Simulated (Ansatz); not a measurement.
AlH4OPSi, SMILES O[P]1[AlH][SiH2]1, energies of removing a hydrogen

Computed with Ansatz 0.2.0, Python API.

`bde.py`
```python
'''Cost of removing each kind of hydrogen from AlH4OPSi, fragments frozen.'''

from dataclasses import dataclass

import ansatz as az


@dataclass
class RunConfig:
    basis_set: str = '6-31G*'
    functional: str = 'r2scan0'


settings = RunConfig()


def total_energy(molecule, charge=0, unpaired=0):
    calc = molecule.calculation().basis(gaussian=settings.basis_set).functional(settings.functional)
    if charge:
        calc = calc.charge(charge)
    if unpaired:
        calc = calc.spin('collinear', total=unpaired)
    return calc.run().report['free_energy_ev']

def without(molecule, index):
    rest = az.Crystal.molecule()
    for i, site in enumerate(molecule.cartesian_sites):
        if i != index:
            rest = rest.atom(site.symbol, site.position_ang)
    return rest

molecule = (
    az.Crystal.molecule()
    .atom('O', (-0.0495, 1.1836, -1.4108))
    .atom('P', (-1.1922, 0.1379, -0.6241))
    .atom('Al', (-0.1588, 0.4119, 1.4536))
    .atom('Si', (0.4465, -1.2837, -0.0986))
    .atom('H', (-0.6543, 2.0052, -1.6737))
    .atom('H', (0.1253, 1.215, 2.8318))
    .atom('H', (1.6589, -1.1235, -0.8311))
    .atom('H', (-0.0837, -2.6034, 0.297))
)

whole = total_energy(molecule, 0)
hydrogen = total_energy(az.Crystal.molecule().atom('H', (0, 0, 0)), 0, 1)
print(f'E(molecule) = {whole:.5f} eV, E(H) = {hydrogen:.5f} eV')
for index in [4, 5, 7]:
    radical = total_energy(without(molecule, index), 0, 1)
    print(f'H{index}: homolysis {(radical + hydrogen - whole):.3f} eV')
    anion = total_energy(without(molecule, index), -1)
    print(f'H{index}: loss of a proton {(anion - whole):.3f} eV')
```

```console
$ python bde.py
E(molecule) = -25868.47865 eV, E(H) = -13.55743 eV
H4: homolysis 3.693 eV
H4: loss of a proton 15.628 eV
H5: homolysis 3.137 eV
H5: loss of a proton 15.233 eV
H7: homolysis 3.348 eV
H7: loss of a proton 15.515 eV
```

What to keep in mind:
- Total energies depend on the basis set; only differences at equal settings carry meaning.
- The geometry is a force-field or estimated start, not a minimum of this method, and the basis set is short of its limit. All parts are taken at fixed geometry, without zero-point energy.
- The expectation value of S² is noticeably off S(S+1) in at least one run, so that state is spin-contaminated.
- Anions want diffuse functions, which this basis lacks.
- The whole script took 94 s on 1 thread of Arm Neoverse V1, with other jobs on the host, peak memory 0.33 GiB.

(Lines on the test bed's own set-up are left out of the output.)
